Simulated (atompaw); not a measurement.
# Pseudopotential generation for Tb: PAW (atompaw), PBE

Do these settings give a usable potential? It is generated, then checked for scattering, ghosts and hardness.

Method: atompaw 4.2.0.5, PBE, scalar-relativistic.

## 1. The atom and the settings

Typed settings, in words:

| Quantity | Value |
| --- | --- |
| element | terbium (Tb, Z = 65) |
| type | PAW |
| frozen core | [Kr] 4d10 5s2 |
| valence charge | 17 |
| reference configuration | 4f9 5p6 5d0 6s2 6p0 |
| partial waves | 6s (bound): rc 3.00 bohr; 6s channel at 0.3 Ry: rc 3.00 bohr; 5p (bound): rc 2.80 bohr; 6p (bound, empty): rc 2.90 bohr; 5d (bound, empty): rc 3.00 bohr; 5d channel at 4.3 Ry: rc 3.00 bohr; 4f (bound): rc 1.05 bohr; 4f channel at 4.15 Ry: rc 1.05 bohr |
| local potential | ultrasoft scheme with l = 4 at 0 Ry, radius 2.30 bohr |
| core correction | smooth core density matched at 1.65 bohr |
| augmentation charge | sinc compensation charge, radius 2.45 bohr; PAW radius 3.00 bohr; waves and projectors: custom polynom2 7 10 vanderbiltortho |

The nodes and maxima of the atom's own shells, from an earlier all-electron run, set the scale for the radii.

All-electron outer shells of the reference configuration (PBE, scalar-relativistic, ld1.x):

```json
{"shell": "4d", "level (eV)": "-146.92", "outermost node (bohr)": "0.26", "outermost maximum (bohr)": "0.55"}
{"shell": "5s", "level (eV)": "-47.48", "outermost node (bohr)": "0.64", "outermost maximum (bohr)": "1.18"}
{"shell": "5p", "level (eV)": "-24.83", "outermost node (bohr)": "0.69", "outermost maximum (bohr)": "1.35"}
{"shell": "6s", "level (eV)": "-3.70", "outermost node (bohr)": "1.60", "outermost maximum (bohr)": "3.54"}
{"shell": "4f", "level (eV)": "-3.03", "outermost node (bohr)": "–", "outermost maximum (bohr)": "0.56"}
{"shell": "5d", "level (eV)": "-1.30", "outermost node (bohr)": "0.78", "outermost maximum (bohr)": "2.12"}
{"shell": "6p", "level (eV)": "-1.17", "outermost node (bohr)": "1.96", "outermost maximum (bohr)": "4.83"}
```

## 2. The generation run

File Tb.input:

```
Tb 65
GGA-PBE scalarrelativistic loggrid 2001 logderivrange -4 5 226
6 6 5 4 0 0
6 1 0
5 2 0
4 3 9
0 0 0
c
c
c
c
c
v
c
c
c
v
v
c
c
v
v
3
3.00 2.45 2.30 1.65
y
0.3
n
n
y
4.3
n
y
4.15
n
custom polynom2 7 10 vanderbiltortho sinc
4 0 ultrasoft
3.00
3.00
2.80
2.90
3.00
3.00
1.05
1.05
PWSCFOUT
UPFDX 0.0125d0 UPFXMIN -7.d0 UPFZMESH 65.d0
END
```

Started as:

```bash
$ atompaw < Tb.input > Tb.log
```

Q: Predict the outcome of this session. Wanted: cutoffs; bound ghosts; largest phase difference near zero energy, channels read; lowest eigenvalue of the overlap; share of valence orbitals outside the PAW sphere; UPF file.

The runs gave:

| quantity | value |
| --- | --- |
| cutoffs | not determined |
| bound ghosts | not determined |
| largest phase difference near zero energy, channels read | 0.030 rad |
| lowest eigenvalue of the overlap (Bessel basis) | 0.382 (s) |
| share of valence orbitals outside the PAW sphere | 6s 78 %, 5p 2 %, 6p 95 %, 5d 51 %, 4f 1 % |
| UPF file | written |

**Reading.** Even at 400 Ry an occupied level stays 317 mRy from its reference, so no cutoffs are read; the levels have long settled, so the basis size isn't the cause: the level found isn't the valence state, or the test fails for this file. The basis also finds an s level at -1.68 Ry, below the valence levels, which may be a ghost. Ghosts could not be judged. Near zero energy the largest phase difference among the channels read is 0.03 rad, in the d channel. These are tests on the free atom; a crystal test is still owed.
